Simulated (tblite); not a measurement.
# C4H15FGeSi2: the cost of one run

Computed with tblite 0.8.0 and PySCF 2.14.0, with density-fitted response routines of our own, on a single molecule in the gas phase. Atoms are numbered from 0 throughout.

### Step 1. The molecule as given

23 atoms, charge 0, multiplicity 1; geometry from: force field or distance geometry start.

Bonds of the start (Å): C0–C1 1.54, C1–F2 1.38, C1–Ge3 1.95, Ge3–C4 1.97, C4–C5 1.54, C5–Si6 1.87, C5–Si7 1.87, C0–H8 1.11, C0–H9 1.11, C0–H10 1.10, C1–H11 1.10, Ge3–H12 1.54, Ge3–H13 1.55, C4–H14 1.12, C4–H15 1.11, C5–H16 1.11, Si6–H17 1.47, Si6–H18 1.47, Si6–H19 1.48, Si7–H20 1.48, Si7–H21 1.48, Si7–H22 1.46.

### Step 2. Geometry optimisation with GFN2-xTB

Job settings and geometry (Å):

```
{"job": {"kind": "relax", "xc": "GFN2-xTB", "basis": "xTB"}, "charge": 0, "multiplicity": 1}
C      2.823500    -0.720400     0.164100
C      2.104100    -0.572900    -1.186300
F      1.324600    -1.689300    -1.404400
Ge     1.004400     1.039200    -1.218300
C     -0.210800     1.106800     0.331700
C     -1.083800    -0.151000     0.454200
Si    -1.960800    -0.146900     2.106900
Si    -2.374300    -0.260500    -0.889800
H      2.077900    -0.826800     0.985300
H      3.444900     0.172300     0.362900
H      3.459600    -1.621100     0.151400
H      2.861600    -0.506700    -1.984100
H      0.199200     1.084200    -2.524800
H      1.938500     2.269900    -1.160900
H     -0.849300     2.023700     0.237100
H      0.422500     1.223500     1.241100
H     -0.441900    -1.054700     0.424200
H     -2.834100     1.025500     2.203100
H     -2.771700    -1.367800     2.243600
H     -0.963000    -0.109800     3.200100
H     -3.186600     0.973100    -0.906600
H     -3.258200    -1.414000    -0.631900
H     -1.731300    -0.449300    -2.188600
```

Started as:

```bash
OMP_NUM_THREADS=1 python probes_run.py task.json out
```

This one command runs all jobs of the session in turn.

Q: Estimate the wall time and peak memory of this first job on 1 thread of Intel Xeon at 2.50GHz, shared host.

About 1.9 s, with a peak of 0.18 GiB.
